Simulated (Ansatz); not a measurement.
Run this with the Ansatz DFT code, driven from Python and show what comes out.

`sr.cif`
```cif
data_Sr
_cell_length_a 4.217544
_cell_length_b 4.217544
_cell_length_c 4.217544
_cell_angle_alpha 109.47122
_cell_angle_beta 109.47122
_cell_angle_gamma 109.47122
_symmetry_space_group_name_H-M 'P 1'
_symmetry_Int_Tables_number 1
loop_
_symmetry_equiv_pos_as_xyz
'x, y, z'
loop_
_atom_site_label
_atom_site_type_symbol
_atom_site_fract_x
_atom_site_fract_y
_atom_site_fract_z
Sr1 Sr    0.000000    0.000000    0.000000
```

`analyse.py`
```python
'''Bonding analysis of Sr.'''

from pathlib import Path

import ansatz as az
from ase.io import read
import numpy as np
from pymatgen.core import Structure
from pymatgen.symmetry.analyzer import SpacegroupAnalyzer

ECUT = 550
K_DENSITY = 3.8
FILLING = 'fermi_dirac'
SIGMA = 0.15

atoms = read('sr.cif')
crystal = az.Crystal.from_ase(atoms)

model = crystal.calculation()
model = model.functional(az.Functional.PBESOL).pseudopotentials('paw')
model = model.basis(ECUT)
model = model.kpoints(density=K_DENSITY)
model = model.occupations(FILLING, width=SIGMA).density_of_states(energy_step=0.05)
model = model.density()
model = model.potential().electron_localization_function()
model = model.output_files(volumetric_format='npy')
model = model.band_table()
session = model.session()
planned = session.plan(threads=1)
outcome = planned.execute()
data = outcome.report

n_atoms = len(data['lattice']['sites'])
print('F =', round(data['free_energy_ev'], 4), 'eV for', n_atoms, 'atoms')
print('E(sigma -> 0) =', round(data['energy_sigma0_ev'], 4), 'eV, TS =', round(data['entropy_ts_ev'], 5), 'eV')
print('closed by', data['closed_by'], 'after', data['n_iterations'], 'iterations')

dos = outcome.density_of_states()
energy = np.asarray(dos.energies_ev) - dos.fermi_ev
states, count = np.asarray(dos.spin_summed_g_bin_mean_per_ev), np.asarray(dos.spin_summed_integrated)
g_fermi = float(np.interp(0.0, energy, states))
print(f'g(E_F) = {g_fermi:.3f} states/eV per cell')
# Sommerfeld coefficient of bare band electrons: pi^2 k_B^2 g / 3
gamma = np.pi ** 2 / 3 * 8.617333e-5 ** 2 * g_fermi * 96485.33e3 / len(outcome.lattice.sites)
print(f'bare Sommerfeld coefficient {gamma:.2f} mJ/(mol of atoms K^2)')
for low, high in ((-10, -6), (-6, -3), (-3, 0), (0, 3)):
    print(f'states between {low} and {high} eV: {np.interp(high, energy, count) - np.interp(low, energy, count):.3f}')

folder = Path(outcome.write_results('fields'))
print('densities in e/A^3, potentials in eV, ELF without unit')
for name in sorted(p.name for p in folder.glob('*.npy')):
    field = np.load(folder / name)
    print(f'{name:16s} {str(field.shape):16s} min {field.min():10.4f}  mean {field.mean():10.4f}  max {field.max():10.4f}')

table = np.array(data['eigenvalues_ev']) - data['fermi_energy_ev']
filling = np.array(data['occupations'])
weights = np.tile(data['kweights'], len(table) // len(data['kweights']))
print('band   lowest  highest (eV from E_F)  electrons')
for band in range(table.shape[1]):
    if table[:, band].max() > -10:
        print(f'{band + 1:4d} {table[:, band].min():8.3f} {table[:, band].max():8.3f} {weights @ filling[:, band]:18.4f}')
print('electrons counted from the table:', round(float(weights @ filling.sum(axis=1)), 5))

final = Structure(outcome.lattice.cell_ang, [s.symbol for s in outcome.lattice.sites], [s.position_frac for s in outcome.lattice.sites])
analyser = SpacegroupAnalyzer(final, symprec=0.01)
standard = analyser.get_conventional_standard_structure()
print(analyser.get_crystal_system(), analyser.get_space_group_symbol(), len(standard), 'atoms in the conventional cell')
print('a b c (A):', [round(x, 4) for x in standard.lattice.abc], ' angles:', [round(x, 2) for x in standard.lattice.angles])
print(f'mass density {float(final.density):.3f} g/cm^3')
```

`python analyse.py` gives:
```text
F = -3492.2348 eV for 1 atoms
E(sigma -> 0) = -3492.184 eV, TS = 0.10161 eV
closed by deck_thresholds after 6 iterations
g(E_F) = 0.403 states/eV per cell
bare Sommerfeld coefficient 0.95 mJ/(mol of atoms K^2)
states between -10 and -6 eV: 0.000
states between -6 and -3 eV: 0.053
states between -3 and 0 eV: 1.915
states between 0 and 3 eV: 4.904
densities in e/A^3, potentials in eV, ELF without unit
elf.npy          (36, 36, 36)     min     0.0080  mean     0.3356  max     0.8678
rho.npy          (36, 36, 36)     min     0.0379  mean     0.1732  max     2.7450
v_es.npy         (36, 36, 36)     min  -182.3748  mean     0.9342  max     7.4893
v_tot.npy        (36, 36, 36)     min  -215.9581  mean    -6.4215  max     1.6241
band   lowest  highest (eV from E_F)  electrons
   5   -3.528    0.310             1.8447
   6    0.095    2.355             0.1489
   7    0.336    3.029             0.0064
   8    2.208    3.811             0.0000
   9    2.709    4.110             0.0000
electrons counted from the table: 10.0
cubic Im-3m 2 atoms in the conventional cell
a b c (A): [4.87, 4.87, 4.87]  angles: [90.0, 90.0, 90.0]
mass density 2.519 g/cm^3
```

What to keep in mind:
- Total energies depend on the potentials; only differences at equal settings carry meaning. A total without «per atom» is that of the cell as typed.
- For a metal this k-point mesh is coarse: on a finer one energies can move by several to tens of meV an atom and pressures by half a GPa or more, differences at one mesh by less.
- Of the deposited cell: it was measured well above room temperature.
- Grid values close to the nuclei reflect the PAW or pseudopotential construction, not the all-electron fields.
- This isn't the structure that Sr takes at ambient conditions.
- Levels are Kohn-Sham eigenvalues on this mesh, without spin-orbit coupling.
- The computed bands are complete only to about 2.7 eV above the Fermi level; beyond that the density of states is undercounted.
- Run time: 1.6 s on 1 thread of Intel(R) Xeon(R) 6975P-C (Granite Rapids) (shared host), peak memory 0.43 GiB.

(Lines on the test bed's own set-up are left out of the output.)
